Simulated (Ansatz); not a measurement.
# HBr: the cost of one run

Program: Ansatz 0.2.0. Level of theory: DFT LDA, scalar-relativistic, plane waves, PAW. These are calculated values, not measurements.

1 further run of the same task is left out (it didn't finish).

## Step 1: The system as given

The structure is orthorhombic, space group Fmmm (No. 69). Conventional cell: a = 5.555 Å, b = 5.640 Å, c = 6.063 Å, α = 90.00°, β = 90.00°, γ = 90.00°. H (site symmetry mmm) is surrounded by 6 Br at 2.78 to 3.03 Å. Br (site symmetry mmm) has 6 H at 2.78 to 3.03 Å as nearest neighbours.

As a file:

```cif
data_structure
_symmetry_space_group_name_H-M 'P 1'
_symmetry_Int_Tables_number 1
_cell_length_a 4.1403
_cell_length_b 4.1115
_cell_length_c 3.9581
_cell_angle_alpha 61.703
_cell_angle_beta 60.971
_cell_angle_gamma 57.326
_cell_volume 47.49
loop_
_atom_site_label
_atom_site_type_symbol
_atom_site_fract_x
_atom_site_fract_y
_atom_site_fract_z
_atom_site_occupancy
H1 H 0.00000 0.00000 0.00000 1
Br1 Br 0.50000 0.50000 0.50000 1
```

The structure comes from the Crystallography Open Database.

## Step 2: Probe: one point at the start

File input.yaml:

```yaml
crystal:
  lattice:
    - [0.0, 2.82, 3.0315]
    - [2.7775, 0.0, 3.0315]
    - [2.7775, 2.82, 0.0]
  atoms:
    - { symbol: H, position: [0.0, 0.0, 0.0] }
    - { symbol: Br, position: [0.5, 0.5, 0.5] }
basis:
  ecutwfc: 420
kpoints:
  mp_grid: { grid: [6, 6, 6] }
hamiltonian:
  xc: lda
scf:
  occupations: { method: gaussian, width: 0.1 }
output:
  forces: true
  stress: true
  eigenvalues: true
```

Command:

```
$ ansatz run input.yaml --threads 1 --pin off --max-ram 1228MiB --backend cpu --events-out ev --progress --plain --runs-dir out
```

What time and memory should one allow on 1 thread of an Arm CPU, shared host?

About 1.3 s, with a peak of 0.27 GiB.
